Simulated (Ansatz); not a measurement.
Write the native input for Ansatz 0.2.0 that does the following.

```
Task                : single point
Functional          : PBE
Potentials or basis : Ansatz PAW
Cutoff              : 420 eV (not typed: the program's choice for these potentials)
k mesh              : 5 × 4 × 3
Occupations         : fermi-dirac, width 0.05 eV
Spin                : collinear spin, ferromagnetic start
Starting moments    : [0.0, 0.0, 2.0, 2.0, 2.0, 0.0, 0.0, 0.0, 0.0, 0.0, 0.0, 0.0, 0.0, 0.0, 0.0, 0.0, 0.0, 0.0, 0.0, 0.0, 0.0, 0.0] μB
```

Ba2Tl5V3O12:

```
Ba V Tl O
1.0
     6.65272    0.04946    0.02017
     2.86070    8.36464    0.00384
     2.68279    2.46936    9.19569
Ba V Tl O
2 3 5 12
Direct
  0.80564 0.05061 0.02453
  0.21809 0.95023 0.33985
  0.73957 0.70344 0.33379
  0.24956 0.26935 0.03739
  0.03773 0.07870 0.66439
  0.25638 0.39371 0.35458
  0.58913 0.35669 0.60390
  0.58069 0.88072 0.66929
  0.75113 0.49941 0.11741
  0.12163 0.64312 0.74081
  0.27901 0.09590 0.54031
  0.85246 0.50058 0.34641
  0.39234 0.20054 0.17443
  0.88168 0.04986 0.56514
  0.14106 0.47519 0.99420
  0.55238 0.73686 0.48793
  0.89881 0.23812 0.73586
  0.61292 0.79987 0.19008
  0.04989 0.17029 0.10325
  0.07995 0.90568 0.80776
  0.43856 0.20081 0.89166
  0.93896 0.80230 0.31282
```

The cell was built by a generator and needn't be a form met in nature.

The cell isn't the ideal one: atoms moved at random, drawn with an rms of 0.05 Å.

The input as run:

input.yaml

```yaml
crystal:
  lattice:
    - [6.65272, 0.04946, 0.02017]
    - [2.8607, 8.36464, 0.00384]
    - [2.68279, 2.46936, 9.19569]
  atoms:
    - { symbol: Ba, position: [0.805644, 0.050611, 0.024525] }
    - { symbol: Ba, position: [0.218091, 0.950228, 0.339845] }
    - { symbol: V, position: [0.739575, 0.703445, 0.333794], spin: 2.0 }
    - { symbol: V, position: [0.249561, 0.269348, 0.037395], spin: 2.0 }
    - { symbol: V, position: [0.037734, 0.078701, 0.664389], spin: 2.0 }
    - { symbol: Tl, position: [0.256375, 0.393711, 0.354576] }
    - { symbol: Tl, position: [0.589132, 0.356693, 0.603903] }
    - { symbol: Tl, position: [0.580695, 0.880725, 0.669291] }
    - { symbol: Tl, position: [0.751126, 0.499411, 0.117413] }
    - { symbol: Tl, position: [0.121627, 0.64312, 0.740813] }
    - { symbol: O, position: [0.279013, 0.0959, 0.540314] }
    - { symbol: O, position: [0.852463, 0.500577, 0.346407] }
    - { symbol: O, position: [0.392337, 0.200538, 0.174426] }
    - { symbol: O, position: [0.881678, 0.049859, 0.56514] }
    - { symbol: O, position: [0.141062, 0.475191, 0.994196] }
    - { symbol: O, position: [0.552383, 0.736862, 0.487932] }
    - { symbol: O, position: [0.898808, 0.238123, 0.735857] }
    - { symbol: O, position: [0.612919, 0.799867, 0.190083] }
    - { symbol: O, position: [0.049892, 0.170287, 0.103254] }
    - { symbol: O, position: [0.079947, 0.905682, 0.807761] }
    - { symbol: O, position: [0.43856, 0.200806, 0.891664] }
    - { symbol: O, position: [0.938964, 0.802302, 0.31282] }
hamiltonian:
  xc: pbe
  pseudopotentials: { kind: paw }
magnetization:
  spin_polarized: true
kpoints:
  mp_grid: { grid: [5, 4, 3] }
scf:
  occupations: { method: fermi_dirac, width: 0.05 }
output:
  forces: true
  stress: true
  eigenvalues: true
  write_density: true
  write_potential: true
  elf: true
  volumetric_format: npy
```

Potentials or basis: Ansatz PAW.

Run with:

```sh
$ ansatz run input.yaml --threads 8 --pin off --max-ram 20480MiB --backend cpu --events-out ev --progress --plain --runs-dir out
```

Results of the run:

* Pressure: 1.5 GPa
* Largest force: 3.990 eV/Å
* Band gap on the k mesh: 2.82 eV, indirect (least direct gap 2.92 eV)
* Net moment: 0.00 μB per cell
* Absolute moment: 0.00 μB per cell

Caveat: odd divisions of the mesh miss points on the zone boundary, where band edges often lie, so the gap on the mesh can be too wide; spin-orbit coupling is left out, which as a rule narrows the gap of such compounds by several tenths of an eV; the starting moments weren't kept.

It took 68 s on 8 threads of Intel(R) Xeon(R) 6975P-C (Granite Rapids), on a shared host, peak memory 4.3 GiB.
